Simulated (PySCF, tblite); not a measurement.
# H₉NO₃Si₃: infrared bands and NMR shifts

Wanted: the infrared bands and NMR shifts of H₉NO₃Si₃ (`N[Si@H](O)O[SiH2]O[SiH3]`), by calculation.

Programs: tblite 0.8.0 and PySCF 2.14.0, with density-fitted response routines of our own. Each step states its level of theory. These are calculated values for one molecule in the gas phase, unless marked as measured. Atoms are numbered from 0 throughout.

**1. Starting geometry**

16 atoms, charge 0, multiplicity 1; geometry from: GFN2-xTB.

Bonds of the start (Å): N0–Si1 1.72, Si1–O2 1.62, Si1–O3 1.63, O3–Si4 1.61, Si4–O5 1.62, O5–Si6 1.61, N0–H7 1.01, N0–H8 1.01, Si1–H9 1.45, O2–H10 0.95, Si4–H11 1.46, Si4–H12 1.46, Si6–H13 1.46, Si6–H14 1.46, Si6–H15 1.47.

**2. Harmonic vibrations with GFN2-xTB**

Job settings and geometry (Å):

```
{"job": {"kind": "ir", "xc": "GFN2-xTB", "basis": "xTB"}, "charge": 0, "multiplicity": 1}
N     -1.470267     1.238941     0.685060
Si    -1.601178    -0.091061    -0.402179
O     -3.143875    -0.568150    -0.506192
O     -0.685929    -1.282242     0.225847
Si     0.747887    -1.672451     0.841895
O      1.808304    -0.458009     0.658557
Si     2.355034     0.900703    -0.019566
H     -0.551200     1.479768     1.017561
H     -1.997848     2.074356     0.492323
H     -1.241325     0.085913    -1.800065
H     -3.610988    -0.874771     0.266961
H      0.603368    -1.840015     2.280451
H      1.238410    -2.803932     0.069621
H      3.808707     0.785936     0.060535
H      1.875712     1.009201    -1.397482
H      1.857591     2.024756     0.782746
```

**Question.** This job is followed by: GIAO PBE0/pcSseg-1 NMR shielding, non-relativistic, gas phase. What will the session give for the following? strongest single infrared mode (GFN2-xTB); zero-point energy (GFN2-xTB); ¹H shifts against TMS (PBE0/pcSseg-1, means over atoms taken as alike); ¹⁵N shifts against NH3 (PBE0/pcSseg-1); ²⁹Si shifts against TMS (PBE0/pcSseg-1); ¹⁷O shifts against H2O (PBE0/pcSseg-1).

**Answer**, as computed:

| quantity | value |
| --- | --- |
| strongest single infrared mode (GFN2-xTB) | 1069 cm⁻¹, 628 km/mol |
| zero-point energy (GFN2-xTB) | 61.3 kcal/mol |
| ¹H shifts against TMS (PBE0/pcSseg-1, means over atoms taken as alike) | 5.14, 4.94, 4.93, 4.85, 2.26, 0.85 ppm |
| ¹⁵N shifts against NH3 (PBE0/pcSseg-1) | 36.5 ppm |
| ²⁹Si shifts against TMS (PBE0/pcSseg-1) | -45.8, -47.0, -51.4 ppm |
| ¹⁷O shifts against H2O (PBE0/pcSseg-1) | 100.6, 59.5, 41.5 ppm |

In words: No mode is imaginary among the 42: a minimum at this level. The strongest single mode, at 1069 cm⁻¹, moves mainly O3. Unscaled tight-binding wavenumbers are off by several per cent, some by more. Its intensities can rank the bands wrongly. At PBE0/pcSseg-1: Shielding is most anisotropic at O5 (span 126 ppm, paramagnetic term -108 ppm).
